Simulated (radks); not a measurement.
# Si⁺ in [Ne] 3s1 3p1 4p1: an all-electron calculation

Aim: the levels, the sizes of the orbitals and the parts of the energy of the silicon ion Si+.

Method: scalar-relativistic Kohn-Sham, LDA (Slater exchange, Perdew-Wang correlation), spin-polarised, spherical densities, finite nucleus; open shells are filled with parallel spins first. Code: radks (a radial shooting solver on a logarithmic mesh, Libxc functionals) version 1.

### Step 1. The system

- element: silicon (Z = 14)
- charge: +1
- electrons: 13
- configuration: [Ne] 3s1 3p1 4p1
- nuclear rms radius: 3.1224 fm

The outer shells:

Si⁺
```
[Ne] core
3s [↑ ]
3p [↑ ][  ][  ]
4p [↑ ][  ][  ]
```

### Step 2. The run

Input:

```text
Z 14
configuration [Ne] 3s1 3p1 4p1 4s0 3d0 5p0 4f0
relativity scalar-relativistic
functional lda,pw
spin polarised
nucleus finite rms 3.1224 fm
c 137.035999084
```

The run is started by

```console
python run_ks.py task.json out
```

All runs below come from this command, one after another.

What does the calculation give?

**Answer**, as computed:

```
                        quantity                   value
                    total energy      -287.94823 hartree
exchange-correlation share of it                  6.67 %
                            −T/E                  1.0017
          highest occupied level        4p up, -5.283 eV
    most extended occupied level  4p up, <r> = 5.81 bohr
 radius at density 0.001 e/bohr³               4.13 bohr
    maxima of the radial density                       3
```

**Reading.** 4 principal shells are occupied and 3 maxima appear in the radial density; where shells overlap, one shows as a shoulder or not at all. This is not the tabulated ground configuration, so its levels and sizes aren't those of the ground state, and no measured value stands beside it.
